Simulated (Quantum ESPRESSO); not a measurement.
**SiC4 in Quantum ESPRESSO: the effect of dispersion**

The system is SiC4.

```
CELL_PARAMETERS angstrom
-2.18822 2.18822 2.18822
2.18822 -2.18822 2.18822
2.18822 2.18822 -2.18822
ATOMIC_POSITIONS crystal
Si 0.00000 0.00000 0.00000
C 0.00000 0.00000 0.50000
C 0.00000 0.50000 0.00000
C 0.50000 0.00000 0.00000
C 0.50000 0.50000 0.50000
```

The cell was built by a generator and needn't be a form met in nature.

Alike in all runs:

- Program: Quantum ESPRESSO 7.5
- Task: phonons
- Potentials or basis: GBRV 1.5 PBE
- Cutoff: 612 eV
- Density cutoff: 4898 eV
- k mesh: 6 × 6 × 6
- Occupations: cold, width 0.2 eV
- Spin: no spin polarisation

Each run relaxes the cell or the atoms first.

```tsv
dispersion	functional	relaxed volume (Å³/atom)	highest phonon frequency (cm⁻¹)
none	PBE	8.43	855
D2	PBE	?	?
D3(BJ) two-body	PBE	8.42	863
rVV10	rPW86PBE	8.79	771
rev-vdW-DF2	rev-vdW-DF2	8.45	853
```

Question: What does the run with dispersion D2 give?

Answer: Relaxed volume 8.11 Å³/atom; highest phonon frequency 930 cm⁻¹.

Caveats: the mesh is thin for the phonons of a metal; some modes are imaginary; pairwise dispersion overbinds metals, which lowers pressure and volume (some runs); the potentials were made for another functional, which shifts forces and pressure (some runs).
